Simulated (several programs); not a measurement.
# Many methods on one cell: Ga4Sb3As (ordering on zincblende)

Ga4Sb3As as one 8-atom ordering (R3m) on the zincblende lattice, relaxed with r2SCAN in Ansatz, was computed with several methods. The symmetry is R3m (No. 160, trigonal); conventional cell a = 4.264 Å, c = 41.668 Å, 27.33 Å³ an atom. Around As lie 4 Ga at 2.46–2.57 Å; around Sb lie 4 Ga at 2.63–2.66 Å; around Sb lie 4 Ga at 2.63–2.65 Å; around Ga lie 3 As at 2.57 Å and 1 Sb at 2.66 Å; around Ga lie 4 Sb at 2.63–2.65 Å; around Ga lie 1 As at 2.46 Å and 3 Sb at 2.63 Å. Computed, not measured; no magnetism was allowed, and whether the structure is a known phase isn't checked.

```cif
data_structure
_symmetry_space_group_name_H-M 'R3m:H'
_symmetry_Int_Tables_number 160
_cell_length_a 4.2637
_cell_length_b 4.2637
_cell_length_c 41.6681
_cell_angle_alpha 90.000
_cell_angle_beta 90.000
_cell_angle_gamma 120.000
_cell_volume 656.02
loop_
_atom_site_label
_atom_site_type_symbol
_atom_site_symmetry_multiplicity
_atom_site_Wyckoff_symbol
_atom_site_fract_x
_atom_site_fract_y
_atom_site_fract_z
_atom_site_occupancy
As1 As 3 a 0.00000 0.00000 0.00013 1
Sb1 Sb 3 a 0.00000 0.00000 0.25213 1
Sb2 Sb 3 a 0.33333 0.66667 0.16664 1
Sb3 Sb 3 a 0.66667 0.33333 0.08113 1
Ga1 Ga 3 a 0.00000 0.00000 0.31600 1
Ga2 Ga 3 a 0.33333 0.66667 0.23021 1
Ga3 Ga 3 a 0.66667 0.33333 0.14464 1
Ga4 Ga 3 a 0.00000 0.00000 0.05913 1
```

Gaps and times are for a single point on this cell; volume and bulk modulus come from each method's own relaxation or energy curve at fixed shape, which is too stiff where a cell has free coordinates or axes. Times are rough, from shared hosts (Arm Neoverse V1; Intel Xeon Platinum 8488C), and each method has its own mesh and cell size. A double dagger marks a value from a curve with shape and coordinates held. Gaps from k meshes are read at a limited set of points (mesh, symmetry points, PBE's band edges), so each method's own least gap may be somewhat smaller. Minimal bases can be far off for gaps. Times of the plane-wave rungs are withheld (a dash), since they come from other jobs, hosts and meshes; the meshes of hybrids and Hartree-Fock don't converge their gaps to the digits shown. d marks a direct gap, i an indirect one (no mark: not told apart), a dash a value that wasn't computed or didn't pass its checks.

| method | kind | gap (eV) | own volume (Å³/atom) | bulk modulus (GPa) | atoms computed | processor time |
| --- | --- | --- | --- | --- | --- | --- |
| light PBE (260 eV, its own mesh) | light plane-wave | overlap 0.05 | – | – | 8 | 20 s |
| PBE | semilocal | overlap 0.10 | 28.44 | 48‡ | 8 | – |
| r2SCAN | semilocal | overlap 0.02 | 27.33 | 57‡ | 8 | – |
| PBE/SZV (CP2K) | small basis | 0 | – | – | 8 | 6 min |
| PBE/DZVP (CP2K) | small basis | overlap 0.06 | – | – | 8 | 8.4 min |
| PBE+SOC | semilocal | overlap 0.03 | – | – | 8 | – |
| HSE06 | hybrid | 0.08 d | – | – | 8 | – |

With PBE and r2SCAN the bands overlap or touch, or nearly. Semilocal functionals can close a real gap, so this doesn't show a metal; small gaps of other methods may in turn close between the points read or with spin-orbit coupling, and the solid may be a semimetal.

Only the rows marked +SOC include spin-orbit coupling.
